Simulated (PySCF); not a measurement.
# CHNYb (Yb(HCN)2+): the cost of one run

Program: PySCF 2.14.0. Level of theory: several levels, as the steps say, no spin–orbit coupling. These are calculated values, not measurements.

**1. Where the work starts**

4 atoms, charge 2, spin multiplicity 1.

Bond lengths: Yb1–N2 2.430 Å, N2–C3 1.153 Å, C3–H4 1.095 Å. Angles: Yb1–N2–C3 180.0°, N2–C3–H4 180.0°.

As a file:

```
Yb    0.00000    0.00000   -0.29490
N     0.00000    0.00000    2.13549
C     0.00000    0.00000    3.28888
H     0.00000    0.00000    4.38387
```

Formal oxidation states: Yb +2. Each metal's 14 4f electrons lie in its core potential, so multiplicities, spins and levels count the valence alone. An earlier session relaxed this geometry at PBE0, Yb lcecp-0-SVP with ECP60, N def2-SVP, C def2-SVP, H def2-SVP (singlet, point group C∞v).

At PBE0 on the finer grid: E = -125.638699 Eh, frontier levels not given, since the 4f levels lie in the core, Mulliken charge on Yb1 +1.76 e, largest force component 0.004 eV/Å. 

Levels to run: BP86; BLYP; PBE0, TZVP. Hardware: 2 threads of Arm Neoverse V2, shared host.

**2. BP86**

Input file run.py (the lines that set the calculation):

```python
mol = gto.M(atom='''
Yb     0.00000     0.00000    -0.29490
N      0.00000     0.00000     2.13549
C      0.00000     0.00000     3.28888
H      0.00000     0.00000     4.38387''',
    basis={'Yb': 'lcecp-0-SVP', 'N': 'def2-SVP', 'C': 'def2-SVP', 'H': 'def2-SVP'},
    ecp={'Yb': 'lcecp-0-SVP'},
    charge=2, spin=0)
mf = dft.RKS(mol, xc='B88,P86')
mf.grids.atom_grid = (75, 302)  # f atoms: unpruned, at least (60, 302)
mf = mf.density_fit()  # fitting sets: Yb AutoAux, N def2-universal-JKFIT, C def2-universal-JKFIT, H def2-universal-JKFIT
mf.conv_tol = 1e-08; mf.max_cycle = 55
mf.kernel(dm0)  # dm0: the density of the relaxed state
```

On the command line:

```bash
$ OMP_NUM_THREADS=2 python run.py
```

**Question.** How long does this run take on 2 threads of Arm Neoverse V2, shared host?

About 1.6 s.
